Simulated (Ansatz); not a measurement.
**TaRu: a phonon run**

Wanted: a converged phonon run for TaRu, and a check of what comes out. The structure is shown as the input types it.

Program: Ansatz 0.2.0. Level of theory: DFT, PBEsol, all-electron LAPW, scalar-relativistic; harmonic phonons by finite displacements. These are calculated values, not measurements.

### 1 The structure to begin with

The structure is cubic, space group Pm-3m (No. 221). Conventional cell: a = 3.109 Å, b = 3.109 Å, c = 3.109 Å, α = 90.00°, β = 90.00°, γ = 90.00°. Around Ta (site symmetry m-3m) lie 8 Ru at 2.69 Å. Around Ru (site symmetry m-3m) lie 8 Ta at 2.69 Å.

As a file:

```
Ta Ru
1.0
     3.10880    0.00000    0.00000
     0.00000    3.10880    0.00000
     0.00000    0.00000    3.10880
Ta Ru
1 1
Direct
  0.50000 0.50000 0.50000
  0.00000 0.00000 0.00000
```

### 2 The calculation

Contents of input.yaml:

```yaml
crystal:
  lattice:
    - [3.1088026487, 0.0, 0.0]
    - [0.0, 3.1088026487, 0.0]
    - [0.0, 0.0, 3.1088026487]
  atoms:
    - { symbol: Ta, position: [0.5, 0.5, 0.5] }
    - { symbol: Ru, position: [0.0, 0.0, 0.0] }
kpoints:
  mp_grid: { grid: [12, 12, 12] }
scf:
  occupations: { method: fermi_dirac, width: 0.08 }
hamiltonian:
  xc: pbesol
  pseudopotentials: { kind: all_electron, lapw: { basis_error: 0.001 } }
phonons:
  qmesh: [2, 2, 2]
  qpath:
    path:
      - [0.0, 0.0, 0.0]
      - [0.0, 0.5, 0.0]
      - [0.5, 0.5, 0.0]
      - [0.0, 0.0, 0.0]
      - [0.5, 0.5, 0.5]
      - [0.0, 0.5, 0.0]
      - [0.5, 0.5, 0.5]
      - [0.5, 0.5, 0.0]
    npoints: 6
  temperatures: { t_min: 0, t_max: 1000, t_step: 100 }
```

On the command line:

```console
$ ansatz run input.yaml --threads 1 --pin off --max-ram 3072MiB --backend cpu --events-out ev --progress --plain --runs-dir out
```

What happens when this is run?

The clock ran out.

The size of the job: 2 atoms, 90 bands, 21 SCF cycles over all loops.

What to do: allow more time or more cores.
